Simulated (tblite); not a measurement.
# AlH7O6Si3: the cost of one run

Computed with tblite 0.8.0 and PySCF 2.14.0; each step states its level. No surroundings beyond the atoms listed, unless a continuum is named. Atoms count from 0, parts from 1.

## 1. The system as given

17 atoms, charge 0, multiplicity 1; geometry: distance geometry start.

## 2. Relaxing the cluster with GFN2-xTB

What the job is given:

```
{"job": {"kind": "relax", "xc": "GFN2-xTB", "basis": "xTB"}, "charge": 0, "multiplicity": 1}
O     -0.391962     0.454031    -1.379846
Si    -0.234091    -1.300723    -1.243430
O      1.332487    -1.808062    -1.944942
Si     2.423506    -0.705974    -2.800667
O      2.356371     0.904660    -2.077174
Si     0.936762     1.613190    -1.318187
O      0.474885     3.064714    -2.182178
Al     0.189800     4.736433    -1.364154
O     -1.576982     5.296870    -1.199233
O      1.347211     5.168581     0.027452
H     -1.297145    -1.938581    -1.980992
H     -0.302469    -1.702733     0.120372
H      2.053873    -0.637407    -4.172855
H      3.781603    -1.230308    -2.701159
H      1.235637     1.925833     0.030767
H     -2.161299     5.058877    -0.453211
H      1.745952     4.532178     0.632910
```

Level: GFN2-xTB geometry optimisation, gas phase.

Command:

```sh
OMP_NUM_THREADS=1 python cluster_run.py task.json out
```

The driver reads the jobs from task.json and runs them one after another.

Q: Estimate the wall time of this first job on 1 thread of Arm Neoverse N1, shared host.

About 8.8 s.
